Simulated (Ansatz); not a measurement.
# GeC+ (doublet): wave-function methods side by side at distance Ge1–C2 = 2.099 Å, cc-pVDZ

The task here is to estimate one member of a computed series from the others.

The runs use Ansatz 0.2.0, Gaussian basis; cc-pVDZ, core rule «outside noble gas», up to 15 orbitals frozen.

Plan: UHF; CCSD(T) on ROHF; CCSD(T) on UHF; BCCD(T) on ROHF; CISD as a restricted active space (open shells left free, so some higher excitations enter); CCSDT(Q) on ROHF; CCSDT(Q) on UHF; CASSCF and MRCISD+Q, 3 electrons in 3 orbitals; CASSCF and NEVPT2, 3 electrons in 3 orbitals; CASSCF and MRCISD+Q, 7 electrons in 8 orbitals; CASSCF and NEVPT4(SD), 7 electrons in 8 orbitals; CASSCF and NEVPT2, 7 electrons in 8 orbitals; Full CI.

20 further runs of the same task are left out: 5 for a known fault of the program, 13 that didn't finish, 2 set aside as unsound or not needed. Runs told in other sessions of the task aren't counted.

## What is computed

The geometry derives from a PBE0/def2-TZVP stationary point (not a proven minimum). One bond is set to the value named and the two fragments are kept rigid. No spin-orbit coupling is included. The filled d shell of Ge may be among the frozen orbitals whatever the setting's name suggests.

2 atoms, charge 1, spin multiplicity 2.

Atoms are counted from 1 here; the program's logs count them from 0.

Bond lengths: Ge1–C2 2.099 Å.

The first run:

File in.yaml:

```yaml
crystal:
  periodic: [false, false, false]
  atoms:
    - {symbol: Ge, position_ang: [0.000000, 0.000000, 0.000000]}
    - {symbol: C, position_ang: [0.000000, 0.000000, 2.099000]}
basis:
  gaussian: {orbitals: cc-pVDZ}
total_charge: 1
magnetization: {spin_polarized: true, initial_magnetization: 1}
hamiltonian: {xc: hf}
output: {orbitals: {seedname: orbitals}}
```

The run is started by

```bash
$ ansatz run in.yaml --threads 1 --pin off --events-out ev --progress --plain --max-ram 2393MiB
```

Steps of the session up to this table: UHF; CCSD(T) on ROHF; CCSD(T) on UHF; BCCD(T) on ROHF; CISD as a restricted active space (open shells left free, so some higher excitations enter); CCSDT(Q) on ROHF; CCSDT(Q) on UHF; CASSCF and MRCISD+Q, 3 electrons in 3 orbitals; CASSCF and NEVPT2, 3 electrons in 3 orbitals; CASSCF and MRCISD+Q, 7 electrons in 8 orbitals; CASSCF and NEVPT4(SD), 7 electrons in 8 orbitals; CASSCF and NEVPT2, 7 electrons in 8 orbitals; Full CI.

One table of the session follows, with a row left open; its other results are not shown here.

```
       method  from FCI (kcal/mol)
         ROHF              +108.99
         RMP2               +31.39
         CISD               +12.34
        RCCSD                +5.48
     RCCSD(T)                +1.89
      BCCD(T)                +1.95
       RCCSDT                    ?
    RCCSDT(Q)                +0.16
  CASSCF pair               +94.49
  NEVPT2 pair               +28.59
  MRCISD pair                +9.62
MRCISD+Q pair                +0.19
          FCI                    0
```

**Question.** Estimate the row for RCCSDT.

The run gave: from FCI (kcal/mol): +0.53. In the column «from FCI (kcal/mol)» it lies between MRCISD+Q pair (+0.19) and RCCSD(T) (+1.89).

Left out of the table: CASSCF valence, NEVPT2 valence, NEVPT4(SD) valence, MRCISD valence, MRCISD+Q valence (the active space lost an orbital or holds another state than full CI finds).

Caveats from the session: Left out of the table: UHF, UMP2, UCCSD, UCCSD(T), UCCSDT, UCCSDT(Q) (another determinant or state than the rows shown).
